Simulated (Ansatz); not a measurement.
Born–Oppenheimer molecular dynamics of a periodic cell of 24 atoms, InP (surface InP(111)). It goes on from the last frame of an earlier run, with new velocities.

These are results of Ansatz, DFT PBE-D3(BJ), scalar-relativistic, plane waves, PAW, not measurements. Settings: accuracy low, PAW set soft_1, cutoff 420 eV, k mesh 2x2x1, fermi-dirac smearing 0.15 eV, no spin polarisation.

```yaml
ensemble: NVT, Langevin thermostat
time_step: 2 fs
steps_asked: 190
set_temperature: 1400 K
friction: 0.05 /fs
atoms_held: 1 to 8
seed: 207589
```

Frames 2 fs apart, positions in Å, forces in eV/Å.

Velocities at 0 fs (Å/ps):

```
In 0.00 0.00 0.00
P 0.00 0.00 0.00
In 0.00 0.00 0.00
P 0.00 0.00 0.00
In 0.00 0.00 0.00
P 0.00 0.00 0.00
In 0.00 0.00 0.00
P 0.00 0.00 0.00
In -2.43 -0.76 -1.81
P 1.62 3.52 11.15
In -1.39 1.28 6.41
P 1.19 -5.98 -8.77
In -6.10 4.19 5.67
P -7.73 -1.44 10.06
In 0.49 0.09 -1.05
P -7.67 5.51 4.63
In 0.88 2.67 0.13
P -5.14 -0.27 0.66
In -1.28 0.33 0.80
P -12.33 -4.33 2.84
In -1.53 -3.89 -5.09
P -5.78 3.31 -12.31
In 0.91 3.38 3.72
P 0.86 4.47 5.42
```

```xyz
24
Lattice="8.3156 0.0000 0.0000 4.1578 7.2015 0.0000 0.0000 0.0000 18.6383" Properties=species:S:1:pos:R:3:forces:R:3 time_fs=0 energy_less_start_eV=0.000 T=1400
In 0.000 0.000 1.000 0.00 0.00 0.06
P 2.079 1.200 1.849 0.19 0.01 0.14
In 2.079 3.601 1.000 0.05 -0.02 0.09
P 4.158 4.801 1.849 0.06 -0.19 0.36
In 4.158 0.000 1.000 -0.02 0.04 0.27
P 6.237 1.200 1.849 -0.14 0.08 -0.44
In 6.237 3.601 1.000 -0.01 0.02 0.28
P 8.316 4.801 1.849 -0.20 0.05 -0.34
In 7.846 4.862 4.421 0.92 0.08 0.50
P 10.240 5.923 5.166 -0.46 -0.92 0.30
In 6.092 1.050 4.429 0.58 0.76 0.19
P 8.348 2.407 5.088 -2.26 0.32 0.27
In 4.077 4.502 4.594 -0.12 1.14 0.07
P 5.948 6.023 5.648 -0.15 0.65 -1.27
In 2.138 1.515 4.523 0.29 -1.82 -0.54
P 4.137 2.257 5.670 0.93 -0.11 -0.38
In 4.312 2.332 8.294 -0.76 0.38 -0.02
P 6.582 3.217 8.862 -0.51 1.01 0.56
In 6.737 5.658 7.997 -0.43 0.04 1.11
P 8.297 7.294 9.430 -0.22 -1.06 -0.73
In 8.160 1.810 7.668 0.81 -0.59 -0.09
P 1.883 3.471 7.955 0.50 -0.55 0.08
In 10.046 6.043 7.947 -0.50 -0.30 -0.31
P 4.043 6.523 8.521 1.46 0.99 -0.14
24
Lattice="8.3156 0.0000 0.0000 4.1578 7.2015 0.0000 0.0000 0.0000 18.6383" Properties=species:S:1:pos:R:3:forces:R:3 time_fs=2 energy_less_start_eV=0.014 T=1187
In 0.000 0.000 1.000 0.00 -0.01 0.07
P 2.079 1.200 1.849 0.19 0.01 0.13
In 2.079 3.601 1.000 0.06 -0.02 0.09
P 4.158 4.801 1.849 0.05 -0.19 0.39
In 4.158 0.000 1.000 -0.01 0.04 0.27
P 6.237 1.200 1.849 -0.15 0.07 -0.39
In 6.237 3.601 1.000 -0.02 0.01 0.28
P 8.316 4.801 1.849 -0.20 0.06 -0.35
In 7.841 4.860 4.417 0.87 0.12 0.57
P 10.243 5.928 5.183 -0.55 -0.92 0.26
In 6.089 1.052 4.443 0.52 0.78 0.12
P 8.345 2.397 5.069 -2.33 0.40 0.32
In 4.066 4.508 4.604 -0.09 1.15 0.01
P 5.932 6.023 5.662 -0.06 0.63 -1.34
In 2.138 1.516 4.521 0.32 -1.87 -0.56
P 4.121 2.269 5.679 1.00 -0.19 -0.40
In 4.312 2.339 8.293 -0.86 0.23 0.06
P 6.569 3.212 8.863 -0.34 1.01 0.51
In 6.735 5.661 8.001 -0.45 -0.03 1.11
P 8.274 7.281 9.432 -0.13 -0.91 -0.78
In 8.157 1.804 7.658 0.76 -0.48 -0.06
P 1.877 3.472 7.935 0.51 -0.54 0.09
In 10.048 6.049 7.953 -0.55 -0.32 -0.27
P 4.042 6.534 8.530 1.45 0.95 -0.14
24
Lattice="8.3156 0.0000 0.0000 4.1578 7.2015 0.0000 0.0000 0.0000 18.6383" Properties=species:S:1:pos:R:3:forces:R:3 time_fs=4 energy_less_start_eV=-0.001 T=1015
In 0.000 0.000 1.000 -0.01 -0.01 0.07
P 2.079 1.200 1.849 0.19 0.00 0.12
In 2.079 3.601 1.000 0.06 -0.02 0.09
P 4.158 4.801 1.849 0.05 -0.19 0.40
In 4.158 0.000 1.000 0.00 0.05 0.28
P 6.237 1.200 1.849 -0.16 0.06 -0.36
In 6.237 3.601 1.000 -0.02 0.01 0.29
P 8.316 4.801 1.849 -0.19 0.06 -0.37
In 7.838 4.857 4.413 0.82 0.17 0.64
P 10.243 5.929 5.195 -0.62 -0.90 0.22
In 6.087 1.055 4.455 0.47 0.75 0.05
P 8.333 2.389 5.052 -2.26 0.42 0.36
In 4.056 4.510 4.615 -0.07 1.20 -0.06
P 5.917 6.025 5.665 0.04 0.61 -1.31
In 2.135 1.515 4.518 0.29 -1.87 -0.54
P 4.111 2.279 5.683 1.01 -0.28 -0.40
In 4.312 2.348 8.291 -0.97 0.08 0.12
P 6.558 3.203 8.861 -0.20 1.07 0.50
In 6.735 5.665 8.007 -0.50 -0.11 1.03
P 8.255 7.269 9.432 -0.04 -0.75 -0.80
In 8.151 1.801 7.647 0.76 -0.40 -0.06
P 1.877 3.470 7.918 0.50 -0.50 0.10
In 10.051 6.056 7.957 -0.59 -0.37 -0.25
P 4.043 6.543 8.534 1.45 0.92 -0.13
24
Lattice="8.3156 0.0000 0.0000 4.1578 7.2015 0.0000 0.0000 0.0000 18.6383" Properties=species:S:1:pos:R:3:forces:R:3 time_fs=6 energy_less_start_eV=-0.020 T=1114
In 0.000 0.000 1.000 -0.01 -0.01 0.08
P 2.079 1.200 1.849 0.19 0.00 0.11
In 2.079 3.601 1.000 0.07 -0.01 0.09
P 4.158 4.801 1.849 0.04 -0.19 0.41
In 4.158 0.000 1.000 0.01 0.05 0.28
P 6.237 1.200 1.849 -0.17 0.05 -0.33
In 6.237 3.601 1.000 -0.03 0.00 0.29
P 8.316 4.801 1.849 -0.19 0.07 -0.39
In 7.838 4.853 4.409 0.76 0.22 0.69
P 10.242 5.930 5.210 -0.67 -0.86 0.17
In 6.085 1.060 4.465 0.42 0.66 -0.01
P 8.318 2.382 5.032 -2.15 0.44 0.40
In 4.046 4.509 4.625 -0.06 1.23 -0.12
P 5.902 6.022 5.664 0.15 0.60 -1.25
In 2.130 1.514 4.516 0.32 -1.84 -0.48
P 4.109 2.283 5.688 0.91 -0.37 -0.45
In 4.313 2.358 8.287 -1.09 -0.03 0.16
P 6.550 3.195 8.854 -0.10 1.14 0.53
In 6.734 5.669 8.012 -0.55 -0.16 0.93
P 8.237 7.262 9.428 0.05 -0.64 -0.79
In 8.144 1.797 7.636 0.79 -0.35 -0.09
P 1.873 3.467 7.904 0.49 -0.45 0.10
In 10.055 6.066 7.961 -0.65 -0.43 -0.22
P 4.045 6.550 8.533 1.45 0.88 -0.12
24
Lattice="8.3156 0.0000 0.0000 4.1578 7.2015 0.0000 0.0000 0.0000 18.6383" Properties=species:S:1:pos:R:3:forces:R:3 time_fs=8 energy_less_start_eV=-0.038 T=1110
In 0.000 0.000 1.000 -0.02 -0.01 0.09
P 2.079 1.200 1.849 0.19 0.00 0.10
In 2.079 3.601 1.000 0.08 -0.01 0.10
P 4.158 4.801 1.849 0.03 -0.18 0.42
In 4.158 0.000 1.000 0.01 0.06 0.29
P 6.237 1.200 1.849 -0.17 0.04 -0.32
In 6.237 3.601 1.000 -0.03 0.00 0.29
P 8.316 4.801 1.849 -0.18 0.07 -0.41
In 7.840 4.851 4.404 0.72 0.26 0.74
P 10.243 5.927 5.227 -0.73 -0.77 0.09
In 6.086 1.066 4.471 0.36 0.53 -0.05
P 8.304 2.374 5.011 -2.07 0.48 0.47
In 4.037 4.511 4.637 -0.06 1.22 -0.18
P 5.889 6.015 5.662 0.27 0.63 -1.20
In 2.123 1.510 4.517 0.44 -1.82 -0.40
P 4.113 2.288 5.692 0.78 -0.46 -0.52
In 4.313 2.368 8.288 -1.23 -0.13 0.17
P 6.541 3.188 8.846 0.03 1.18 0.56
In 6.731 5.670 8.017 -0.59 -0.20 0.83
P 8.223 7.255 9.419 0.12 -0.53 -0.76
In 8.137 1.789 7.628 0.81 -0.27 -0.11
P 1.867 3.463 7.889 0.51 -0.40 0.11
In 10.061 6.077 7.967 -0.71 -0.50 -0.20
P 4.048 6.558 8.531 1.46 0.84 -0.10
24
Lattice="8.3156 0.0000 0.0000 4.1578 7.2015 0.0000 0.0000 0.0000 18.6383" Properties=species:S:1:pos:R:3:forces:R:3 time_fs=10 energy_less_start_eV=-0.066 T=1426
In 0.000 0.000 1.000 -0.02 -0.01 0.10
P 2.079 1.200 1.849 0.18 -0.01 0.08
In 2.079 3.601 1.000 0.08 -0.01 0.11
P 4.158 4.801 1.849 0.02 -0.18 0.42
In 4.158 0.000 1.000 0.02 0.06 0.29
P 6.237 1.200 1.849 -0.17 0.03 -0.32
In 6.237 3.601 1.000 -0.04 0.00 0.29
P 8.316 4.801 1.849 -0.17 0.07 -0.44
In 7.845 4.848 4.399 0.67 0.29 0.81
P 10.250 5.921 5.246 -0.82 -0.64 0.02
In 6.090 1.070 4.475 0.29 0.37 -0.07
P 8.290 2.367 4.992 -1.98 0.52 0.53
In 4.031 4.515 4.649 -0.07 1.16 -0.25
P 5.875 6.006 5.658 0.43 0.67 -1.13
In 2.115 1.506 4.519 0.55 -1.79 -0.33
P 4.121 2.290 5.689 0.64 -0.54 -0.54
In 4.313 2.377 8.289 -1.38 -0.22 0.13
P 6.532 3.179 8.844 0.17 1.23 0.55
In 6.727 5.673 8.022 -0.65 -0.29 0.71
P 8.206 7.243 9.410 0.22 -0.40 -0.71
In 8.131 1.776 7.620 0.80 -0.13 -0.14
P 1.857 3.461 7.871 0.54 -0.36 0.13
In 10.068 6.086 7.974 -0.73 -0.56 -0.17
P 4.057 6.569 8.531 1.41 0.74 -0.07
24
Lattice="8.3156 0.0000 0.0000 4.1578 7.2015 0.0000 0.0000 0.0000 18.6383" Properties=species:S:1:pos:R:3:forces:R:3 time_fs=12 energy_less_start_eV=-0.075 T=1606
In 0.000 0.000 1.000 -0.02 -0.02 0.11
P 2.079 1.200 1.849 0.18 -0.01 0.06
In 2.079 3.601 1.000 0.09 -0.01 0.12
P 4.158 4.801 1.849 0.01 -0.17 0.42
In 4.158 0.000 1.000 0.02 0.07 0.29
P 6.237 1.200 1.849 -0.17 0.02 -0.32
In 6.237 3.601 1.000 -0.05 0.00 0.28
P 8.316 4.801 1.849 -0.16 0.08 -0.47
In 7.855 4.844 4.393 0.60 0.35 0.89
P 10.261 5.912 5.262 -0.95 -0.49 -0.04
In 6.094 1.073 4.478 0.21 0.22 -0.09
P 8.276 2.361 4.973 -1.82 0.54 0.58
In 4.024 4.519 4.658 -0.07 1.05 -0.34
P 5.856 5.996 5.648 0.66 0.73 -1.01
In 2.108 1.500 4.519 0.62 -1.75 -0.25
P 4.129 2.292 5.688 0.51 -0.62 -0.58
In 4.313 2.387 8.287 -1.53 -0.33 0.12
P 6.525 3.164 8.843 0.33 1.30 0.54
In 6.723 5.678 8.028 -0.77 -0.43 0.53
P 8.182 7.229 9.399 0.37 -0.23 -0.64
In 8.127 1.759 7.612 0.79 0.07 -0.18
P 1.854 3.455 7.855 0.54 -0.31 0.13
In 10.074 6.095 7.980 -0.74 -0.63 -0.13
P 4.067 6.584 8.528 1.34 0.59 -0.03
24
Lattice="8.3156 0.0000 0.0000 4.1578 7.2015 0.0000 0.0000 0.0000 18.6383" Properties=species:S:1:pos:R:3:forces:R:3 time_fs=14 energy_less_start_eV=-0.053 T=1649
In 0.000 0.000 1.000 -0.02 -0.02 0.12
P 2.079 1.200 1.849 0.17 -0.01 0.04
In 2.079 3.601 1.000 0.10 -0.01 0.13
P 4.158 4.801 1.849 0.01 -0.17 0.41
In 4.158 0.000 1.000 0.03 0.07 0.29
P 6.237 1.200 1.849 -0.18 0.01 -0.33
In 6.237 3.601 1.000 -0.06 -0.01 0.28
P 8.316 4.801 1.849 -0.14 0.08 -0.51
In 7.865 4.840 4.388 0.53 0.39 0.95
P 10.274 5.900 5.273 -1.11 -0.32 -0.08
In 6.099 1.074 4.479 0.09 0.07 -0.08
P 8.259 2.355 4.953 -1.62 0.53 0.64
In 4.017 4.521 4.664 -0.04 0.91 -0.42
P 5.842 5.986 5.632 0.87 0.78 -0.86
In 2.101 1.495 4.516 0.62 -1.71 -0.17
P 4.129 2.293 5.691 0.43 -0.68 -0.66
In 4.312 2.398 8.284 -1.67 -0.46 0.14
P 6.517 3.144 8.843 0.51 1.38 0.53
In 6.718 5.683 8.036 -0.91 -0.61 0.31
P 8.156 7.211 9.391 0.58 -0.03 -0.57
In 8.127 1.740 7.606 0.77 0.29 -0.23
P 1.855 3.445 7.843 0.52 -0.24 0.14
In 10.083 6.102 7.986 -0.81 -0.69 -0.09
P 4.075 6.596 8.528 1.30 0.44 0.04
24
Lattice="8.3156 0.0000 0.0000 4.1578 7.2015 0.0000 0.0000 0.0000 18.6383" Properties=species:S:1:pos:R:3:forces:R:3 time_fs=16 energy_less_start_eV=-0.022 T=1768
In 0.000 0.000 1.000 -0.02 -0.02 0.12
P 2.079 1.200 1.849 0.17 -0.01 0.01
In 2.079 3.601 1.000 0.11 -0.01 0.14
P 4.158 4.801 1.849 0.00 -0.17 0.40
In 4.158 0.000 1.000 0.04 0.08 0.29
P 6.237 1.200 1.849 -0.18 -0.01 -0.34
In 6.237 3.601 1.000 -0.06 -0.01 0.28
P 8.316 4.801 1.849 -0.13 0.08 -0.55
In 7.873 4.835 4.382 0.48 0.44 1.00
P 10.282 5.883 5.280 -1.24 -0.12 -0.10
In 6.104 1.077 4.479 -0.05 -0.12 -0.06
P 8.239 2.352 4.932 -1.37 0.53 0.71
In 4.012 4.525 4.668 -0.01 0.73 -0.47
P 5.833 5.979 5.612 1.05 0.81 -0.70
In 2.093 1.489 4.511 0.61 -1.66 -0.10
P 4.127 2.288 5.693 0.36 -0.68 -0.75
In 4.312 2.412 8.279 -1.78 -0.57 0.16
P 6.512 3.125 8.849 0.66 1.43 0.51
In 6.714 5.689 8.047 -1.09 -0.81 0.04
P 8.132 7.190 9.384 0.83 0.22 -0.47
In 8.130 1.722 7.601 0.73 0.51 -0.29
P 1.856 3.435 7.835 0.52 -0.19 0.13
In 10.096 6.106 7.992 -0.88 -0.74 -0.07
P 4.086 6.608 8.529 1.26 0.29 0.10
```

Of the whole run (380 fs, mean temperature of the second half 1462 K): A run of 0.38 ps of so small a system gives no equilibrium averages. Limits of this set-up: coarse k mesh, thin slab, slab without dipole correction, a typed lattice constant that wasn't relaxed here, low accuracy level.

Run time: 29 min on 4 threads of Intel(R) Xeon(R) Platinum 8375C CPU @ 2.90GHz (Ice Lake), on a shared host, peak memory 3.3 GiB.
